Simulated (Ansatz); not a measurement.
# C2H4BFSi: basis-set convergence

The task here is to estimate one member of a computed series from the others.

Computed with Ansatz 0.2.0, Gaussian basis. Level: one geometry, several basis sets.

Levels to be run: PBE0-D4/def2-SVP; ωB97M-V/def2-SVP; PBE0-D4/def2-QZVPP; ωB97M-V/def2-QZVPP; the functionals' def2-TZVPP values are taken from earlier runs.

### The geometry

An earlier PBE0-D4 in a triple-zeta def2 set relaxation fixed the geometry.

SMILES `FC1=CB1[SiH3]`, 9 atoms, charge 0, spin multiplicity 1.

Atoms are counted from 1 here; the program's logs count them from 0.

Bond lengths: F1–C2 1.310 Å, C2–C3 1.329 Å, C2–B4 1.462 Å, C3–B4 1.496 Å, C3–H6 1.080 Å, B4–Si5 1.988 Å, Si5–H7 1.487 Å, Si5–H8 1.487 Å, Si5–H9 1.489 Å. Angles: F1–C2–C3 139.6°, F1–C2–B4 155.8°, C3–C2–B4 64.6°, C2–C3–B4 62.0°, C2–C3–H6 144.1°, B4–C3–H6 153.9°, C2–B4–C3 53.4°, C2–B4–Si5 156.1°, C3–B4–Si5 150.4°, B4–Si5–H7 111.6°, B4–Si5–H8 111.5°, B4–Si5–H9 108.6°, H7–Si5–H8 108.5°, H7–Si5–H9 108.3°, H8–Si5–H9 108.2°.

The first run:

The input, in.yaml:

```yaml
crystal:
  periodic: [false, false, false]
  atoms:
    - {symbol: F, position_ang: [2.114190, 1.761738, -1.149905]}
    - {symbol: C, position_ang: [1.463682, 0.752872, -0.626320]}
    - {symbol: C, position_ang: [1.689600, -0.487542, -0.204813]}
    - {symbol: B, position_ang: [0.294682, 0.044224, -0.108592]}
    - {symbol: Si, position_ang: [-1.608899, -0.179343, 0.420344]}
    - {symbol: H, position_ang: [2.449562, -1.245514, -0.081754]}
    - {symbol: H, position_ang: [-2.516451, 0.608512, -0.455368]}
    - {symbol: H, position_ang: [-2.024649, -1.606497, 0.370351]}
    - {symbol: H, position_ang: [-1.773216, 0.305351, 1.818860]}
basis:
  gaussian: {orbitals: def2-SVP}
hamiltonian: {xc: pbe0, dispersion: d4}
output: {orbitals: {seedname: orbitals}}
```

Command:

```console
> ansatz run in.yaml --threads 2 --pin off --events-out ev --progress --plain --max-ram 4352MiB
```

Among the steps run: PBE0-D4 in def2-SVP; ωB97M-V in def2-SVP; PBE0-D4 in def2-QZVPP; ωB97M-V in def2-QZVPP.

One of the session's tables, all rows but one given; the rest of the session is left out.

```
functional       basis  HOMO (eV)
   PBE0-D4    def2-SVP      -8.36
   PBE0-D4  def2-TZVPP      -8.37
   PBE0-D4  def2-QZVPP      -8.38
   ωB97M-V    def2-SVP     -10.54
   ωB97M-V  def2-TZVPP     -10.58
   ωB97M-V  def2-QZVPP          ?
```

Q: Estimate the row for ωB97M-V, def2-QZVPP from the others.

The run gave: HOMO (eV): -10.60. In the column «HOMO (eV)» it is the lowest.
